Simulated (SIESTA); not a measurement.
## CuSn3 under changes of volume

One of the cells (24.926 Å³/atom); the others are scaled copies at fixed shape and fractional positions:

```
CELL_PARAMETERS angstrom
-2.25474 2.25474 4.90296
2.25474 -2.25474 4.90296
2.25474 2.25474 -4.90296
ATOMIC_POSITIONS crystal
Sn 0.50000 0.50000 0.00000
Sn 0.25000 0.75000 0.50000
Sn 0.75000 0.25000 0.50000
Cu 0.00000 0.00000 0.00000
```

The cell comes from a database or a generator and needn't be the stable form of this composition.

| Quantity | Value |
| --- | --- |
| Program | SIESTA 5.4.2 |
| Functional | PBEsol |
| Potentials or basis | PseudoDojo 0.4 standard (PBEsol files) |
| Basis | DZP (energy shift 0.003 Ry; two zetas on semicore shells) |
| Grid cutoff | 800 Ry |
| Energy shift | 0.003 Ry |
| k mesh | 8 × 8 × 8 |
| Occupations | fermi-dirac, width 0.05 eV |
| Spin | no spin polarisation |

| volume (Å³/atom) | energy over the lowest point (meV/atom) | pressure (GPa) |
| --- | --- | --- |
| 22.971 | 0.00 | -0.4 |
| 23.460 | 3.14 | -1.7 |
| 23.948 | 9.75 | -2.7 |
| 24.926 | 32.48 | -4.6 |
| 25.415 | 47.55 | -5.3 |
| 25.903 | ? | ? |

Problem. What does the run at 25.903 Å³/atom give?

Solution. Energy over the lowest point 64.64 meV/atom; pressure -5.9 GPa.

Worked out: A Birch-Murnaghan fit of order 3 (a polynomial in V^(-2/3)) to the other rows has its minimum at 22.85 Å³/atom, just outside them, with B0 = V·E''(V) = 67 GPa and B' = 5.5 at fixed shape and positions, which overstates the stiffness. It gives 64.73 meV/atom at 25.903 Å³/atom, against the run's 64.64, and -dE/dV = -5.9 GPa, against -5.9.

Energies are extrapolated to zero smearing.

Caveats: short orbitals over semicore shells can move pressures by several GPa; the basis of atomic orbitals isn't converged, which shifts pressures, moduli and gaps.
